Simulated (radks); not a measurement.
**Exchange and kinetic functionals tested on atomic densities: C⁴⁺, Si¹⁰⁺, Lu⁶⁷⁺, Cs, Co⁴⁺, Sc⁶⁺**

Aim: take each self-consistent density and evaluate many functionals on it, against the exact exchange and kinetic energies of the same orbitals. Every spin shell is full or empty, so the densities are truly spherical.

The numbers are computed with radks (a radial shooting solver on a logarithmic mesh, Libxc functionals) version 1 (non-relativistic Kohn-Sham, exchange-only B88, spin-polarised, spherical densities, point nucleus; open shells are filled with parallel spins first), except any that are marked as measured or tabulated.

### Step 1. What is computed

```
species : C⁴⁺ ([He]), Si¹⁰⁺ ([He] 2s2), Lu⁶⁷⁺ ([He] 2s2), Cs ([Xe] 6s1), Co⁴⁺ ([Ar] 3d5), Sc⁶⁺ ([Ne] 3s2 3p3)
```

### Step 2. C⁴⁺, [He]

The run's settings:

```text
Z 6
configuration [He]
relativity non-relativistic
functional b88,
spin polarised
nucleus point
```

### Step 3. Si¹⁰⁺, [He] 2s2

The run's settings:

```text
Z 14
configuration [He] 2s2
relativity non-relativistic
functional b88,
spin polarised
nucleus point
```

### Step 4. Lu⁶⁷⁺, [He] 2s2

Changes since step 3:

```diff
@@ -1,2 +1,2 @@
-Z 14
+Z 71
 configuration [He] 2s2
```

### Step 5. Cs, [Xe] 6s1

The run's settings:

```text
Z 55
configuration [Xe] 6s1
relativity non-relativistic
functional b88,
spin polarised
nucleus point
```

### Step 6. Co⁴⁺, [Ar] 3d5

The run's settings:

```text
Z 27
configuration [Ar] 3d5
relativity non-relativistic
functional b88,
spin polarised
nucleus point
```

### Step 7. Sc⁶⁺, [Ne] 3s2 3p3

The run's settings:

```text
Z 21
configuration [Ne] 3s2 3p3
relativity non-relativistic
functional b88,
spin polarised
nucleus point
```

Q: Predict the outcome of this session. Wanted: for each run, error in magnitude; C⁴⁺; Si¹⁰⁺; Lu⁶⁷⁺; Cs; Co⁴⁺; Sc⁶⁺.

The runs gave:

| error in magnitude (%) | C⁴⁺ | Si¹⁰⁺ | Lu⁶⁷⁺ | Cs | Co⁴⁺ | Sc⁶⁺ |
| --- | --- | --- | --- | --- | --- | --- |
| exchange, LDA | -14.09 | -12.52 | -12.36 | -4.69 | -6.49 | -7.59 |
| exchange, PBEsol | -6.10 | -5.15 | -5.08 | -2.21 | -2.92 | -3.36 |
| exchange, PW91 | -1.47 | -0.59 | -0.56 | -0.01 | -0.06 | -0.13 |
| exchange, G96 | -0.17 | -0.06 | -0.01 | +0.35 | +0.24 | +0.13 |
| exchange, APBE | -0.22 | +0.64 | +0.65 | +0.28 | +0.46 | +0.54 |
| exchange, TPSS | +0.15 | +0.55 | +0.59 | -0.33 | +0.03 | +0.15 |
| exchange, r2SCAN | +0.16 | -0.51 | -0.58 | -0.14 | -0.01 | -0.03 |
| exchange, MS2 | +0.22 | +0.55 | +0.54 | -0.62 | -0.25 | +0.01 |
| exchange, MVS | +0.18 | -0.73 | -0.82 | +0.05 | -0.06 | -0.26 |
| kinetic, Thomas-Fermi | -8.98 | -10.97 | -11.31 | -5.17 | -6.48 | -6.96 |
| kinetic, von Weizsacker | +0.00 | -12.28 | -13.88 | -59.72 | -48.39 | -42.94 |
| kinetic, TF + vW/9 | +2.13 | -1.22 | -1.75 | -0.69 | -0.75 | -0.62 |
| kinetic, TF + vW/5 | +11.02 | +6.57 | +5.91 | +2.89 | +3.84 | +4.46 |
| kinetic, revAPBEK | +2.43 | -0.39 | -0.91 | +0.26 | +0.36 | +0.53 |
| kinetic, Perdew 92 | +2.15 | -1.21 | -1.73 | -0.69 | -0.74 | -0.60 |
| kinetic, Thakkar | +1.90 | -1.00 | -1.53 | -0.63 | -0.40 | -0.19 |
| kinetic, Pearson | -2.86 | -5.19 | -5.61 | -0.91 | -1.29 | -1.44 |
| kinetic, LKT | +61.73 | +49.07 | +47.54 | +18.47 | +24.85 | +28.29 |

In words: Negative means that the magnitude is too small. For exchange the mean absolute error is least for G96 (0.16 %) and largest for LDA (9.62 %). Among the orbital-free kinetic functionals revAPBEK (0.81 %) does best and LKT (38.32 %) worst. The functionals are evaluated on one density each, not self-consistently.
